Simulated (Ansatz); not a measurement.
# H3O3Tl (Tl(OH)3): the cost of one run

Program: Ansatz 0.2.0. Level of theory: DFT PBE, plane waves, PAW, molecule in a box with 9 Å of vacuum. These are calculated values, not measurements.

4 further runs of the same task are left out: 1 for a known fault of the program, 2 that didn't finish, 1 set aside as unsound or not needed.

## 1. The starting structure

7 atoms, charge 0, spin multiplicity 1.

Bond lengths: Tl1–O2 2.084 Å, Tl1–O4 2.113 Å, Tl1–O6 2.077 Å, O2–H3 0.971 Å, O4–H5 0.970 Å, O6–H7 0.971 Å. Angles: O2–Tl1–O4 125.6°, O2–Tl1–O6 123.8°, O4–Tl1–O6 110.6°, Tl1–O2–H3 106.0°, Tl1–O4–H5 107.9°, Tl1–O6–H7 104.6°.

As a file:

```
Tl    0.6562   -0.0205    0.1857
O    -0.4323   -0.0053    1.9629
H    -1.3663    0.0519    1.7036
O    -0.1660    0.0120   -1.7609
H    -1.1325   -0.0116   -1.6771
O     2.7318   -0.0525    0.1030
H     2.9390   -0.0621   -0.8460
```

Formal oxidation states: Tl +3. An earlier session relaxed this geometry at r2SCAN, Tl def2-SVP with ECP60, O def2-SVP, H def2-SVP (singlet, point group C1).

## 2. Scalar-relativistic

input.yaml

```yaml
crystal:
  lattice:
    - [13.31, 0.0, 0.0]
    - [0.0, 9.11, 0.0]
    - [0.0, 0.0, 12.72]
  atoms:
    - { symbol: Tl, position: [0.49004733, 0.49852689, 0.50680818] }
    - { symbol: O, position: [0.40826071, 0.50020088, 0.64652909] }
    - { symbol: H, position: [0.33809166, 0.50648189, 0.62614387] }
    - { symbol: O, position: [0.42827047, 0.50209879, 0.35377358] }
    - { symbol: H, position: [0.35565364, 0.49950933, 0.36036714] }
    - { symbol: O, position: [0.64598723, 0.49501647, 0.50031053] }
    - { symbol: H, position: [0.66155597, 0.49396268, 0.42570283] }
basis:
  ecutwfc: 420
  ecutrho_ratio: 4
kpoints:
  mp_grid: { grid: [1, 1, 1] }
hamiltonian:
  xc: pbe
scf:
  occupations: { method: gaussian, width: 0.01 }
output:
  forces: true
  eigenvalues: true
  populations: true
```

Run with:

```console
> ansatz run input.yaml --threads 2 --pin off --max-ram 5120MiB --backend cpu --events-out ev --progress --plain --runs-dir out
```

What time and memory should one allow on 2 threads of AMD EPYC 7R43 (Zen 3), shared host?

About 4.5 s, with a peak of 0.89 GiB.
